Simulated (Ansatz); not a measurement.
**CH₄BClSi: how energies converge with the basis set**

Aim: see how fast density functionals converge with the basis set for CH₄BClSi.

The runs use Ansatz 0.2.0, Gaussian basis; one geometry, several basis sets.

Plan: PBE0-D4/def2-SVP; ωB97M-V/def2-SVP; PBE0-D4/def2-QZVPP; ωB97M-V/def2-QZVPP; the functionals' def2-TZVPP values are taken from earlier runs.

**1. The geometry**

All runs share one geometry, relaxed beforehand with PBE0-D4 in a triple-zeta def2 set.

8 atoms, charge 0, spin multiplicity 1.

Atoms are counted from 1 here; the program's logs count them from 0.

Bond lengths: Cl1–C2 1.712 Å, C2–B3 1.467 Å, C2–H5 1.087 Å, B3–Si4 1.887 Å, B3–H6 1.190 Å, Si4–H7 1.487 Å, Si4–H8 1.490 Å. Angles: Cl1–C2–B3 124.6°, Cl1–C2–H5 109.7°, B3–C2–H5 125.6°, C2–B3–Si4 103.2°, C2–B3–H6 127.6°, Si4–B3–H6 129.2°, B3–Si4–H7 120.6°, B3–Si4–H8 131.2°, H7–Si4–H8 108.2°.

**2. PBE0-D4 in def2-SVP**

File in.yaml:

```yaml
crystal:
  periodic: [false, false, false]
  atoms:
    - {symbol: Cl, position_ang: [-1.147895, 2.513950, -0.857524]}
    - {symbol: C, position_ang: [-0.437811, 0.979008, -0.592862]}
    - {symbol: B, position_ang: [-0.178525, 0.396719, 0.728622]}
    - {symbol: Si, position_ang: [0.594048, -1.275025, 0.317800]}
    - {symbol: H, position_ang: [-0.212339, 0.509680, -1.546643]}
    - {symbol: H, position_ang: [-0.409719, 0.877199, 1.791961]}
    - {symbol: H, position_ang: [0.797031, -1.688392, -1.095624]}
    - {symbol: H, position_ang: [1.087312, -2.370440, 1.198371]}
basis:
  gaussian: {orbitals: def2-SVP}
hamiltonian: {xc: pbe0, dispersion: d4}
output: {orbitals: {seedname: orbitals}}
```

Started as:

```sh
$ ansatz run in.yaml --threads 2 --pin off --events-out ev --progress --plain --max-ram 4352MiB
```

The runs that follow: ωB97M-V in def2-SVP; PBE0-D4 in def2-QZVPP; ωB97M-V in def2-QZVPP.

**Question.** What will the summary of the whole plan be? Wanted: PBE0-D4: double and triple zeta above quadruple; ωB97M-V: double and triple zeta above quadruple.

The runs gave:

```
                                       quantity          value
PBE0-D4: double and triple zeta above quadruple  9.76, 0.73 eV
ωB97M-V: double and triple zeta above quadruple  9.82, 0.69 eV
```

What this shows: For PBE0-D4 the step from double to triple zeta gains 9.03 eV and the next only 0.73 eV. These are total energies; as a rule much of such shifts cancels in differences, which this series doesn't test.
